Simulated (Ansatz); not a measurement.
# C2H7NOSi: the cost of one run

Program: Ansatz 0.2.0. Level of theory: RKS BLYP/6-31G*. These are calculated values, not measurements.

## (1) The structure to begin with

Bond lengths: C1–Si2 1.778 Å, Si2–O3 1.638 Å, Si2–C4 1.856 Å, O3–C4 1.372 Å, C4–N5 1.421 Å, C1–H6 1.170 Å, C1–H7 1.078 Å, C1–H8 1.069 Å, Si2–H9 1.509 Å, C4–H10 1.146 Å, N5–H11 1.000 Å, N5–H12 1.055 Å. Angles (14 of 22 angles, heavy atoms first): C1–Si2–O3 112.2°, C1–Si2–C4 121.8°, O3–Si2–C4 45.7°, Si2–O3–C4 75.6°, Si2–C4–O3 58.7°, Si2–C4–N5 126.0°, O3–C4–N5 119.7°, C1–Si2–H9 118.7°, O3–Si2–H9 109.8°, C4–Si2–H9 119.4°, Si2–C1–H6 110.8°, Si2–C1–H7 114.5°, Si2–C1–H8 112.8°, Si2–C4–H10 110.0°.

Structure file:

```xyz
12

C    -1.3313    0.8402    1.3669
Si    0.1444    0.6237    0.3986
O     0.6928   -0.9195    0.4445
C     0.3005   -0.7342   -0.8570
N     1.2645   -0.8008   -1.8985
H    -1.7699    1.9152    1.2221
H    -1.1874    0.7410    2.4311
H    -2.1332    0.2097    1.0458
H     1.2936    1.5806    0.6031
H    -0.7316   -1.1752   -1.0867
H     1.3464   -1.7512   -2.1998
H     2.1883   -0.5847   -1.4362
```

## (2) Relaxing end A

Input file input.yaml:

```yaml
crystal:
  periodic: [false, false, false]
  atoms:
    - { symbol: C, position_ang: [-1.3313, 0.8402, 1.3669] }
    - { symbol: Si, position_ang: [0.1444, 0.6237, 0.3986] }
    - { symbol: O, position_ang: [0.6928, -0.9195, 0.4445] }
    - { symbol: C, position_ang: [0.3005, -0.7342, -0.857] }
    - { symbol: "N", position_ang: [1.2645, -0.8008, -1.8985] }
    - { symbol: H, position_ang: [-1.7699, 1.9152, 1.2221] }
    - { symbol: H, position_ang: [-1.1874, 0.741, 2.4311] }
    - { symbol: H, position_ang: [-2.1332, 0.2097, 1.0458] }
    - { symbol: H, position_ang: [1.2936, 1.5806, 0.6031] }
    - { symbol: H, position_ang: [-0.7316, -1.1752, -1.0867] }
    - { symbol: H, position_ang: [1.3464, -1.7512, -2.1998] }
    - { symbol: H, position_ang: [2.1883, -0.5847, -1.4362] }
basis:
  gaussian: { orbitals: "6-31G*" }
hamiltonian:
  xc: blyp
relax:
  f_tol: 0.02
  max_steps: 50
```

The run is started by

```sh
$ ansatz run input.yaml --threads 2 --pin off --max-ram 3072MiB --backend cpu --events-out ev --progress --plain --runs-dir out
```

Q: Estimate wall time and peak memory on 2 threads of Arm Neoverse V2, shared host.

About 17 s, with a peak of 0.15 GiB.
